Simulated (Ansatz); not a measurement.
# SrCa: the cost of one run

Method: DFT LDA, scalar-relativistic, plane waves, PAW, in Ansatz 0.2.0.

## (1) The system as given

Symmetry: R-3m, No. 166, trigonal system. The conventional cell has a = 4.135 Å, b = 4.135 Å, c = 20.205 Å, α = 90.00°, β = 90.00°, γ = 120.00°. Around Sr (site symmetry -3m) lie 6 Ca at 4.13 Å and 6 Sr at 4.13 Å. Ca (site symmetry -3m) has 6 Sr at 4.13 Å and 6 Ca at 4.13 Å as nearest neighbours.

Coordinates:

```
Sr Ca
1.0
     2.06737    1.19360    6.73499
    -2.06737    1.19360    6.73499
     0.00000   -2.38720    6.73499
Sr Ca
1 1
Direct
  0.50000 0.50000 0.50000
  0.00000 0.00000 0.00000
```

The structure comes from the Materials Project (structure only).

## (2) Quick check of gap, pressure and forces

input.yaml

```yaml
crystal:
  lattice:
    - [2.0673741448, 1.193599019, 6.7349910262]
    - [-2.0673741448, 1.193599019, 6.7349910262]
    - [0.0, -2.387198038, 6.7349910262]
  atoms:
    - { symbol: Sr, position: [0.5, 0.5, 0.5] }
    - { symbol: Ca, position: [0.0, 0.0, 0.0] }
basis:
  ecutwfc: 420
kpoints:
  mp_grid: { grid: [6, 6, 6] }
hamiltonian:
  xc: lda
scf:
  occupations: { method: gaussian, width: 0.1 }
output:
  forces: true
  stress: true
  eigenvalues: true
```

Q: Estimate wall time and peak memory on 1 thread of an Arm CPU, shared host.

About 4.5 s, with a peak of 0.32 GiB.
